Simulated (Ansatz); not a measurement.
# GaH3+ (doublet): wave-function methods side by side at distance Ga1–H3 = 1.250 Å, cc-pVDZ

An exercise on one series of results from a longer session: the logs are not shown, and one member is left open.

Program: Ansatz 0.2.0, Gaussian basis. Level of theory: cc-pVDZ, core rule «outside noble gas», up to 14 orbitals frozen. These are calculated values, not measurements.

The runs, in order: UHF; CCSD(T) on ROHF; CCSD(T) on UHF; BCCD(T) on ROHF; CISD as a restricted active space (open shells left free, so some higher excitations enter); CCSDT(Q) on ROHF; CCSDT(Q) on UHF; CASSCF and MRCISD+Q, 3 electrons in 3 orbitals; CASSCF and NEVPT2, 3 electrons in 3 orbitals; Full CI.

37 further runs of the same task are left out: 23 for a known fault of the program, 12 that didn't finish, 2 set aside as unsound or not needed. Runs told in other sessions of the task aren't counted.

### The geometry

The geometry derives from a PBE0/def2-TZVP stationary point (not a proven minimum). One bond is set to the value named and the two fragments are kept rigid. No spin-orbit coupling is included. The filled d shell of Ga may be among the frozen orbitals whatever the setting's name suggests.

4 atoms, charge 1, spin multiplicity 2.

Atoms are counted from 1 here; the program's logs count them from 0.

Bond lengths: Ga1–H3 1.250 Å, Ga1–H4 1.532 Å. Angles: H3–Ga1–H4 170.9°.

The first run:

The input, in.yaml:

```yaml
crystal:
  periodic: [false, false, false]
  atoms:
    - {symbol: Ga, position_ang: [0.000000, 0.025645, -0.003895]}
    - {symbol: H, position_ang: [0.000000, -2.046946, -0.003895]}
    - {symbol: H, position_ang: [0.000000, 0.125270, -1.249919]}
    - {symbol: H, position_ang: [0.000000, 0.147750, 1.523275]}
basis:
  gaussian: {orbitals: cc-pVDZ}
total_charge: 1
magnetization: {spin_polarized: true, initial_magnetization: 1}
hamiltonian: {xc: hf}
output: {orbitals: {seedname: orbitals}}
```

Command:

```sh
ansatz run in.yaml --threads 1 --pin off --events-out ev --progress --plain --max-ram 2393MiB
```

Among the steps run: UHF; CCSD(T) on ROHF; CCSD(T) on UHF; BCCD(T) on ROHF; CISD as a restricted active space (open shells left free, so some higher excitations enter); CCSDT(Q) on ROHF; CCSDT(Q) on UHF; CASSCF and MRCISD+Q, 3 electrons in 3 orbitals; CASSCF and NEVPT2, 3 electrons in 3 orbitals; Full CI.

One of the session's tables, all rows but one given; the rest of the session is left out.

It belongs to the step «Misses and costs». 

```
       method  from FCI (meV)
         ROHF         +1863.1
          UHF         +1848.5
         RMP2          +482.2
         UMP2          +477.3
        RCCSD           +25.3
        UCCSD           +24.5
     RCCSD(T)            +7.3
     UCCSD(T)            +6.6
      BCCD(T)            +7.0
       RCCSDT             0.0
       UCCSDT            -0.6
    RCCSDT(Q)               ?
    UCCSDT(Q)            -1.0
  CASSCF pair         +1449.8
  NEVPT2 pair          +443.9
  MRCISD pair           +35.4
MRCISD+Q pair           -11.8
          FCI               0
```

Q: Estimate the row for RCCSDT(Q) from the others.

**Answer.** from FCI (meV): -0.4. In the column «from FCI (meV)» it lies between UCCSDT (-0.6) and RCCSDT (0.0).

Not comparable, so not listed: CISD as a restricted active space (open shells left free, so some higher excitations enter) (they don't share determinant, frozen orbitals or solution with the rows shown, or repeat one).

Limits of these values: MRCISD+Q pair falls below full CI: the +Q correction isn't variational, and the cores differ from full CI's. Levels on UHF freeze UHF's core orbitals, full CI those of ROHF, so the U rows can settle a little off it for that reason alone. Restricted and unrestricted rows rest on different reference determinants; a gap between their highest levels can come from leftover correlation error, from unlike frozen cores or from another state.
